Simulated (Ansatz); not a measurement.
**CH4AsNO: how energies converge with the basis set**

An exercise on one series of results from a longer session: the logs are not shown, and one member is left open.

Method: one geometry, several basis sets; program: Ansatz 0.2.0, Gaussian basis.

Levels to be run: PBE0-D4/def2-SVP; ωB97M-V/def2-SVP; PBE0-D4/def2-QZVPP; ωB97M-V/def2-QZVPP; the functionals' def2-TZVPP values are taken from earlier runs.

## Structure used throughout

All runs share one geometry, relaxed beforehand with PBE0-D4 in a triple-zeta def2 set.

SMILES `O/C=N/[AsH2]`, 8 atoms, charge 0, spin multiplicity 1.

Atoms are counted from 1 here; the program's logs count them from 0.

Bond lengths: O1–C2 1.336 Å, O1–H5 0.969 Å, C2–N3 1.260 Å, C2–H6 1.095 Å, N3–As4 1.872 Å, As4–H7 1.525 Å, As4–H8 1.525 Å. Angles: C2–O1–H5 106.6°, O1–C2–N3 122.3°, O1–C2–H6 110.3°, N3–C2–H6 127.4°, C2–N3–As4 115.0°, N3–As4–H7 94.9°, N3–As4–H8 94.9°, H7–As4–H8 91.2°.

The first run:

in.yaml reads:

```yaml
crystal:
  periodic: [false, false, false]
  atoms:
    - {symbol: O, position_ang: [-1.220602, 1.844020, -0.017100]}
    - {symbol: C, position_ang: [-0.224187, 0.982067, 0.207223]}
    - {symbol: N, position_ang: [-0.253850, -0.205040, -0.213007]}
    - {symbol: As, position_ang: [1.249488, -1.234465, 0.217736]}
    - {symbol: H, position_ang: [-1.890614, 1.366345, -0.528454]}
    - {symbol: H, position_ang: [0.571775, 1.463037, 0.785212]}
    - {symbol: H, position_ang: [1.410387, -1.822490, -1.179872]}
    - {symbol: H, position_ang: [0.449803, -2.450473, 0.672462]}
basis:
  gaussian: {orbitals: def2-SVP}
hamiltonian: {xc: pbe0, dispersion: d4}
output: {orbitals: {seedname: orbitals}}
```

Run with:

```console
> ansatz run in.yaml --threads 2 --pin off --events-out ev --progress --plain --max-ram 4352MiB
```

Steps of the session up to this table: PBE0-D4 in def2-SVP; ωB97M-V in def2-SVP; PBE0-D4 in def2-QZVPP; ωB97M-V in def2-QZVPP.

One of the session's tables, all rows but one given; the rest of the session is left out.

It belongs to the step «Functionals by basis». 

| functional | basis | HOMO (eV) | LUMO (eV) |
| --- | --- | --- | --- |
| PBE0-D4 | def2-SVP | -6.80 | 0.34 |
| PBE0-D4 | def2-TZVPP | -6.93 | 0.07 |
| PBE0-D4 | def2-QZVPP | -6.98 | -0.16 |
| ωB97M-V | def2-SVP | -8.97 | 2.35 |
| ωB97M-V | def2-TZVPP | ? | ? |
| ωB97M-V | def2-QZVPP | -9.17 | 1.51 |

Q: Estimate the row for ωB97M-V, def2-TZVPP from the others.

The run gave: HOMO (eV): -9.12; LUMO (eV): 1.94. In the column «HOMO (eV)» it lies between ωB97M-V, def2-QZVPP (-9.17) and ωB97M-V, def2-SVP (-8.97).
